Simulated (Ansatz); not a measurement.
**RhC (zincblende type): how the settings move a single-point run**

How sensitive is a single-point run of RhC (zincblende type) to its settings? A reference run comes first, then one run with altered input.

Method: reference: DFT, PBE, PAW with Ansatz's default frozen-core files, scalar-relativistic, in Ansatz 0.2.0.

1 further run of the same task is left out (it didn't finish). Runs told in other sessions of the task aren't counted.

### 1 The structure to begin with

Symmetry: F-43m, No. 216, cubic system. The conventional cell has a = 3.969 Å, b = 3.969 Å, c = 3.969 Å, α = 90.00°, β = 90.00°, γ = 90.00°. Rh (site symmetry -43m) has 4 C at 1.72 Å in its first shell of neighbours. C (site symmetry -43m) has 4 Rh at 1.72 Å in its first shell of neighbours.

Structure file:

```
Rh C
1.0
     0.00000    1.98443    1.98443
     1.98443    0.00000    1.98443
     1.98443    1.98443    0.00000
Rh C
1 1
Direct
  0.00000 0.00000 0.00000
  0.25000 0.25000 0.25000
```

### 2 Baseline

The input, input.yaml:

```yaml
crystal:
  lattice:
    - [0.0, 1.984434402, 1.984434402]
    - [1.984434402, 0.0, 1.984434402]
    - [1.984434402, 1.984434402, 0.0]
  atoms:
    - { symbol: Rh, position: [0.0, 0.0, 0.0] }
    - { symbol: C, position: [0.25, 0.25, 0.25] }
kpoints:
  mp_grid: { grid: [14, 14, 14] }
scf:
  occupations: { method: fermi_dirac, width: 0.1 }
hamiltonian:
  xc: pbe
  pseudopotentials: { kind: paw }
output:
  forces: true
  stress: true
  eigenvalues: true
  populations: true
```

Command:

```sh
ansatz run input.yaml --threads 1 --pin off --max-ram 2048MiB --backend cpu --events-out ev --progress --plain --runs-dir out
```

### 3 Variant: chi_scale 0.0

Changes to input.yaml since step 2:

```diff
@@ -12,2 +12,3 @@
   occupations: { method: fermi_dirac, width: 0.1 }
+  initial_density: { chi_scale: 0.0 }
 hamiltonian:
```

Before running it: what results should come out? Wanted: for each run, ending; energy change; pressure; gap; force.

The runs gave:

```tsv
run	ending	energy change	pressure (GPa)	gap (eV)	force (eV/Å)	cycles	time
reference	converged	0	261.1	0.00	0.00	6	5.1 s
1: chi_scale 0.0	converged	0.0 meV/atom	261.1	0.00	0.00	7	3.6 s
```

Residual by cycle in the longest SCF loop of each run; runs are numbered as in the table. The quantity is the density residual dr2, in eV.

```tsv
cycle	reference	run 1
1	0.0445	11.2
2	0.0216	5.14
3	7.7e-5	0.00662
4	1.3e-5	1.5e-4
5	2.1e-7	2.4e-6
6	1.4e-9	3.1e-7
7	-	1.6e-9
```

**Reading.** Same state: the changed start leaves the energy within 0.5 meV/atom. Cost: 7 SCF cycles against 6, 3.6 s against 5.1 s. The structure is not at rest: the sound run finds 261 GPa, so these are no properties of the relaxed crystal. The reference has no spin polarisation; with Rh present, a magnetic state may lie lower.
